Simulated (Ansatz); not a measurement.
# Ti6B7N13: the cost of one run

Program: Ansatz 0.2.0. Level of theory: DFT PBE, scalar-relativistic, plane waves, PAW. These are calculated values, not measurements.

### 1 The system as given

The cell holds 26 atoms (B7N13Ti6): a = 6.592 Å, b = 6.350 Å, c = 6.331 Å, α = 87.46°, β = 90.17°, γ = 88.10°.

It is the last frame of an earlier stage of the same melt, run at 4000 K.

Its coordinates follow in the input file.

### 2 The last frame at 4000 K on a finer mesh

The electrons keep the Fermi-Dirac width of that temperature.

input.yaml reads:

```yaml
crystal:
  lattice:
    - [6.590944, 0.107365, -0.01094]
    - [0.107365, 6.347806, 0.140563]
    - [-0.01094, 0.140563, 6.32907]
  atoms:
    - { symbol: Ti, position: [0.4783437123, 0.9053563867, 0.1236617181] }
    - { symbol: Ti, position: [0.191694792, 0.4936418056, 0.2652129509] }
    - { symbol: Ti, position: [0.0877332497, 0.0190736351, 0.2568954228] }
    - { symbol: Ti, position: [0.8461684319, 0.8225521365, 0.6167647873] }
    - { symbol: Ti, position: [0.3376893822, 0.8283335847, 0.6123449174] }
    - { symbol: Ti, position: [0.9024855978, 0.4774026964, 0.9005789601] }
    - { symbol: "N", position: [0.7009442376, 0.269010025, 0.8416347718] }
    - { symbol: "N", position: [0.6419481481, 0.6509267177, 0.0996911243] }
    - { symbol: "N", position: [0.409527795, 0.6382357081, 0.8180422037] }
    - { symbol: "N", position: [0.9197789975, 0.3831676615, 0.2033645007] }
    - { symbol: "N", position: [0.7218489302, 0.5417358727, 0.5546418994] }
    - { symbol: "N", position: [0.2814984587, 0.1276337128, 0.1261592622] }
    - { symbol: "N", position: [0.503675025, 0.3960703501, 0.2747071452] }
    - { symbol: "N", position: [0.0653412034, 0.7132065323, 0.8419753817] }
    - { symbol: "N", position: [0.0779990623, 0.9277910685, 0.7722687311] }
    - { symbol: "N", position: [0.5607069119, 0.9441711717, 0.7385265188] }
    - { symbol: "N", position: [0.9955698353, 0.7090011893, 0.3712590759] }
    - { symbol: "N", position: [0.1946698644, 0.3050051586, 0.7679035564] }
    - { symbol: "N", position: [0.5407760153, 0.9920463949, 0.410429811] }
    - { symbol: B, position: [0.4334040334, 0.1975947671, 0.3170896852] }
    - { symbol: B, position: [0.5406186675, 0.1182252304, 0.5883835353] }
    - { symbol: B, position: [0.7227845448, 0.4948726688, 0.2980954275] }
    - { symbol: B, position: [0.2312589696, 0.5021364855, 0.8860766931] }
    - { symbol: B, position: [0.7052655856, 0.3289227997, 0.6284385708] }
    - { symbol: B, position: [0.5547180219, 0.5201226903, 0.933968846] }
    - { symbol: B, position: [0.1801796161, 0.1075377712, 0.9056886721] }
basis:
  ecutwfc: 420
kpoints:
  mp_grid: { grid: [4, 4, 4] }
hamiltonian:
  xc: pbe
scf:
  occupations: { method: fermi_dirac, width: 0.3447 }
output:
  forces: true
  stress: true
  eigenvalues: true
  populations: true
```

Started as:

```console
ansatz run input.yaml --threads 2 --pin off --max-ram 5120MiB --backend cpu --events-out ev --progress --plain --runs-dir out
```

**Question.** How long does this run take on 2 threads of Arm Neoverse V2, shared host, and how much memory does it need?

About 74 s, with a peak of 1.1 GiB.
